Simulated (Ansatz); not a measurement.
**CH6BrNSi (SMILES C[SiH](N)Br) at 6 levels**

Aim: a comparison of 6 runs (HF/STO-3G, HF/3-21G, HF/6-31G*, HF/def2-SVP, B3LYP/6-31G*) of CH6BrNSi. 

Program for the calculation: Ansatz 0.2.0.

4 further runs of the same task are left out: 2 for a known fault of the program, 1 that didn't finish, 1 set aside as unsound or not needed.

## Step 1: The structure to begin with

CH6BrNSi: 10 atoms, total charge 0, spin state singlet. SMILES: `C[SiH](N)Br`. The shape is that of a PBE0-D4/def2-TZVP optimisation. This is one conformer, not always the lowest.

Bond lengths: C1–Si2 1.854 Å, Si2–N3 1.706 Å, Si2–Br4 2.254 Å, C1–H5 1.093 Å, C1–H6 1.093 Å, C1–H7 1.091 Å, Si2–H8 1.480 Å, N3–H9 1.008 Å, N3–H10 1.008 Å. Some angles: C1–Si2–N3 110.1°, C1–Si2–Br4 106.8°, N3–Si2–Br4 113.8°, C1–Si2–H8 114.1°, N3–Si2–H8 107.5°, Br4–Si2–H8 104.6°, Si2–C1–H5 110.6°, Si2–C1–H6 110.2°, Si2–C1–H7 110.5°, Si2–N3–H9 119.7°.

## Step 2: Energy and forces at HF/STO-3G (run 1)

The input, job.yaml:

```yaml
basis:
  gaussian:
    orbitals: STO-3G
crystal:
  periodic: [false, false, false]
  atoms:
    - {symbol: C, position_ang: [-0.925600, 0.999400, -0.347100]}
    - {symbol: Si, position_ang: [-0.120000, -0.618300, 0.065500]}
    - {symbol: "N", position_ang: [1.384300, -0.347800, 0.823300]}
    - {symbol: Br, position_ang: [0.027900, -1.781000, -1.860100]}
    - {symbol: H, position_ang: [-0.295200, 1.581700, -1.023600]}
    - {symbol: H, position_ang: [-1.092300, 1.581400, 0.562500]}
    - {symbol: H, position_ang: [-1.884000, 0.834300, -0.842500]}
    - {symbol: H, position_ang: [-0.922000, -1.480500, 0.962300]}
    - {symbol: H, position_ang: [2.038900, 0.301900, 0.415800]}
    - {symbol: H, position_ang: [1.871200, -1.122100, 1.247000]}
hamiltonian:
  xc: hf
accuracy: high
output: {forces: true, orbitals: {seedname: orbitals}}
```

Command:

```sh
$ ansatz run job.yaml --threads 1 --pin off --max-ram 2610MiB --events-out events.jsonl --progress --plain --runs-dir runs
```

Log:

```text
Warning: RAYON_NUM_THREADS=1 ignored (pool sized by the plan → 1); use --threads N
Functional definition: HF
  name "HF"
  exchange = exact_x
  correlation = 0
778 factors; integrals over basis functions are off by at most 9.3e-9 eV
mean field evaluation 1: about -79591.5967 eV, gradient 1.8e1 eV
mean field evaluation 2: about -79591.7051 eV, gradient 1.8e1 eV
mean field evaluation 4: about -79593.1453 eV, gradient 1.1e0 eV
mean field evaluation 8: about -79593.1523 eV, gradient 2.1e-2 eV
mean field -79593.15226749 eV, -2924.9943956541 hartree, gradient 1.1e-8 eV, S^2 0.000000; 0 other end points of the search recorded, 0 dependent functions left out
the calculation of the forces begins
reference -79593.15226749 eV, -2924.9943956541 hartree; 34, 34 occupied and 9, 9 virtual orbitals, 778 factors
Total energy: -79593.15226749 eV, -2924.9943956541 hartree
Atom 0 at    -0.925600     0.999400    -0.347100 Å, force    -0.127587     0.325287    -0.061988 eV/Å
Atom 1 at    -0.120000    -0.618300     0.065500 Å, force    -0.906700    -1.508713     0.207592 eV/Å
Atom 2 at     1.384300    -0.347800     0.823300 Å, force    -0.513637     0.155790     0.066054 eV/Å
Atom 3 at     0.027900    -1.781000    -1.860100 Å, force     0.083281     0.350937     0.582785 eV/Å
Atom 4 at    -0.295200     1.581700    -1.023600 Å, force    -0.313265    -0.174995     0.337345 eV/Å
Atom 5 at    -1.092300     1.581400     0.562500 Å, force     0.014482    -0.165487    -0.454488 eV/Å
Atom 6 at    -1.884000     0.834300    -0.842500 Å, force     0.341086     0.157264     0.246336 eV/Å
Atom 7 at    -0.922000    -1.480500     0.962300 Å, force     0.758448     0.987107    -0.855745 eV/Å
Atom 8 at     2.038900     0.301900     0.415800 Å, force     0.367118     0.220067    -0.201260 eV/Å
Atom 9 at     1.871200    -1.122100     1.247000 Å, force     0.296775    -0.347257     0.133369 eV/Å
Dipole moment:     0.093272     0.266069     0.359899 e Å
```

Wall time 4.5 s (1 thread of Intel Xeon at 2.50GHz (Skylake/Cascade Lake), shared host); peak memory 0.12 GiB.

## Step 3: Energy and forces at HF/3-21G (run 2)

The input, run.yaml:

```yaml
crystal:
  periodic: [false, false, false]
  atoms:
    - symbol: C
      position_ang: [-0.925600, 0.999400, -0.347100]
    - symbol: Si
      position_ang: [-0.120000, -0.618300, 0.065500]
    - symbol: N
      position_ang: [1.384300, -0.347800, 0.823300]
    - symbol: Br
      position_ang: [0.027900, -1.781000, -1.860100]
    - symbol: H
      position_ang: [-0.295200, 1.581700, -1.023600]
    - symbol: H
      position_ang: [-1.092300, 1.581400, 0.562500]
    - symbol: H
      position_ang: [-1.884000, 0.834300, -0.842500]
    - symbol: H
      position_ang: [-0.922000, -1.480500, 0.962300]
    - symbol: H
      position_ang: [2.038900, 0.301900, 0.415800]
    - symbol: H
      position_ang: [1.871200, -1.122100, 1.247000]
basis:
  gaussian: {orbitals: 3-21G-spherical.json}
hamiltonian: {xc: hf}
accuracy: high
output: {forces: true, orbitals: {seedname: orbitals}}
```

The basis set 3-21G is read from a file made from the Basis Set Exchange's data (not shown).

Command:

```sh
$ ansatz run run.yaml --threads 1 --pin off --max-ram 2610MiB --events-out events.jsonl --progress --plain --runs-dir runs
```

Log:

```text
Warning: RAYON_NUM_THREADS=1 ignored (pool sized by the plan → 1); use --threads N
[... 4 set-up lines as earlier in the session ...]
1381 factors; integrals over basis functions are off by at most 9.8e-9 eV
mean field evaluation 1: about -80075.8549 eV, gradient 2.9e1 eV
mean field evaluation 2: about -80076.1082 eV, gradient 3.0e1 eV
mean field evaluation 4: about -80078.0321 eV, gradient 2.2e0 eV
mean field evaluation 8: about -80078.0510 eV, gradient 9.9e-2 eV
mean field evaluation 16: about -80078.0511 eV, gradient 3.1e-8 eV
mean field -80078.05111457 eV, -2942.8140996080 hartree, gradient 3.1e-8 eV, S^2 0.000000; 0 other end points of the search recorded, 0 dependent functions left out
the calculation of the forces begins
reference -80078.05111457 eV, -2942.8140996080 hartree; 34, 34 occupied and 31, 31 virtual orbitals, 1381 factors
Total energy: -80078.05111457 eV, -2942.8140996080 hartree
Atom 0 at    -0.925600     0.999400    -0.347100 Å, force    -0.476890     0.779720    -0.249082 eV/Å
Atom 1 at    -0.120000    -0.618300     0.065500 Å, force    -0.814954    -0.072524     1.263277 eV/Å
Atom 2 at     1.384300    -0.347800     0.823300 Å, force     1.393865    -0.297165    -0.164305 eV/Å
Atom 3 at     0.027900    -1.781000    -1.860100 Å, force     0.141726    -0.839025    -1.401147 eV/Å
Atom 4 at    -0.295200     1.581700    -1.023600 Å, force    -0.204263    -0.058923     0.173132 eV/Å
Atom 5 at    -1.092300     1.581400     0.562500 Å, force     0.028942    -0.112545    -0.256445 eV/Å
Atom 6 at    -1.884000     0.834300    -0.842500 Å, force     0.200548     0.149331     0.126973 eV/Å
Atom 7 at    -0.922000    -1.480500     0.962300 Å, force    -0.015348     0.103416    -0.013595 eV/Å
Atom 8 at     2.038900     0.301900     0.415800 Å, force    -0.143952     0.094889     0.304750 eV/Å
Atom 9 at     1.871200    -1.122100     1.247000 Å, force    -0.109675     0.252827     0.216442 eV/Å
Dipole moment:     0.207587     0.355110     0.373066 e Å
```

Run time: 6.6 s. Hardware: 1 thread of Intel Xeon at 2.50GHz (Skylake/Cascade Lake), shared host; peak memory 0.18 GiB.

Runs 3 to 5 aren't shown in full; the table further down has their settings and results.

## Step 4: Energy and gradient at B3LYP/6-31G(d) (Cartesian functions) (run 6)

The input, in.yaml:

```yaml
crystal:
  periodic: [false, false, false]
  atoms:
    - symbol: C
      position_ang: [-0.925600, 0.999400, -0.347100]
    - symbol: Si
      position_ang: [-0.120000, -0.618300, 0.065500]
    - symbol: N
      position_ang: [1.384300, -0.347800, 0.823300]
    - symbol: Br
      position_ang: [0.027900, -1.781000, -1.860100]
    - symbol: H
      position_ang: [-0.295200, 1.581700, -1.023600]
    - symbol: H
      position_ang: [-1.092300, 1.581400, 0.562500]
    - symbol: H
      position_ang: [-1.884000, 0.834300, -0.842500]
    - symbol: H
      position_ang: [-0.922000, -1.480500, 0.962300]
    - symbol: H
      position_ang: [2.038900, 0.301900, 0.415800]
    - symbol: H
      position_ang: [1.871200, -1.122100, 1.247000]
basis:
  gaussian: {orbitals: "6-31G*"}
hamiltonian: {xc: {name: B3LYP}}
accuracy: high
output: {forces: true, orbitals: {seedname: orbitals}}
```

Command:

```sh
$ ansatz run in.yaml --threads 1 --pin off --max-ram 2610MiB --events-out events.jsonl --progress --plain --runs-dir runs
```

Log:

```text
Warning: RAYON_NUM_THREADS=1 ignored (pool sized by the plan → 1); use --threads N
Functional definition: B3LYP
  name "B3LYP"
  parameter a0 = 0.2
  parameter ax = 0.72
  parameter ac = 0.81
  exchange = (1 - a0 - ax)*slater_x + ax*b88_x + a0*exact_x
  correlation = (1 - ac)*vwn_rpa_c + ac*lyp_c
2044 factors; integrals over basis functions are off by at most 3.9e-8 eV
mean field evaluation 1: about -80534.7778 eV, gradient 6.6e1 eV
mean field evaluation 2: about -80524.3811 eV, gradient 9.1e1 eV
mean field evaluation 4: about -80543.7197 eV, gradient 4.6e0 eV
mean field evaluation 8: about -80543.9026 eV, gradient 4.2e-1 eV
mean field evaluation 16: about -80543.9030 eV, gradient 2.7e-5 eV
mean field -80543.90299051 eV, -2959.9338402829 hartree, gradient 1.6e-8 eV, S^2 0.000000; 0 other end points of the search recorded, 0 dependent functions left out
the calculation of the forces begins
reference -80543.90302896 eV, -2959.9338416961 hartree; 34, 34 occupied and 62, 62 virtual orbitals, 2044 factors
Total energy: -80543.90302896 eV, -2959.9338416961 hartree
Atom 0 at    -0.925600     0.999400    -0.347100 Å, force    -0.077556     0.144336    -0.031359 eV/Å
Atom 1 at    -0.120000    -0.618300     0.065500 Å, force    -0.252796    -0.174235     0.173150 eV/Å
Atom 2 at     1.384300    -0.347800     0.823300 Å, force     0.116375     0.109342     0.252223 eV/Å
Atom 3 at     0.027900    -1.781000    -1.860100 Å, force     0.009102    -0.257861    -0.407065 eV/Å
Atom 4 at    -0.295200     1.581700    -1.023600 Å, force     0.029267     0.094290    -0.061399 eV/Å
Atom 5 at    -1.092300     1.581400     0.562500 Å, force    -0.030439     0.080637     0.068357 eV/Å
Atom 6 at    -1.884000     0.834300    -0.842500 Å, force    -0.101321     0.031027    -0.048313 eV/Å
Atom 7 at    -0.922000    -1.480500     0.962300 Å, force    -0.003652    -0.003493     0.036155 eV/Å
Atom 8 at     2.038900     0.301900     0.415800 Å, force     0.176653     0.169114    -0.097320 eV/Å
Atom 9 at     1.871200    -1.122100     1.247000 Å, force     0.134365    -0.193158     0.115570 eV/Å
Dipole moment:     0.214766     0.339175     0.326208 e Å
```

Wall time 31 s (1 thread of Intel Xeon at 2.50GHz (Skylake/Cascade Lake), shared host); peak memory 0.38 GiB.

## Step 5: All runs side by side

```
run                               level  Cartesian functions   energy (Eh)  dipole moment (D)  HOMO energy (eV)  LUMO energy (eV)  wall time
  1                           HF/STO-3G                   no  -2924.994396               2.20             -7.94              9.54      4.5 s
  2                            HF/3-21G                   no  -2942.814100               2.67            -10.61              5.07      6.6 s
  3     HF/6-31G* (spherical functions)                   no  -2956.917096               2.52            -10.80              4.61       19 s
  4                         HF/def2-SVP                   no  -2956.778124               2.30            -10.79              4.41       19 s
  5  B3LYP/6-31G* (spherical functions)                   no  -2959.921670               2.50             -7.23              1.00       31 s
  6  B3LYP/6-31G* (Cartesian functions)                  yes  -2959.933842               2.48             -7.23              0.99       31 s
```

## Step 6: What came out

```
                       quantity           value
            run 6: total energy  -2959.93384 Eh
           run 6: dipole moment          2.48 D
             run 6: HOMO energy        -7.23 eV
             run 6: LUMO energy         0.99 eV
           run 6: HOMO–LUMO gap         8.22 eV
run 6: largest force on an atom      0.482 eV/Å
```

**Reading.** The dipole moment (its size) runs from 2.20 D (HF/STO-3G) to 2.67 D (HF/3-21G). The HOMO–LUMO gap runs from 8.22 eV (B3LYP/6-31G*) to 17.48 eV (HF/STO-3G). The two ends differ in method and basis. In run 1 the basis is minimal, so the values are rough. All runs together took 1.8 min, the longest 31 s.
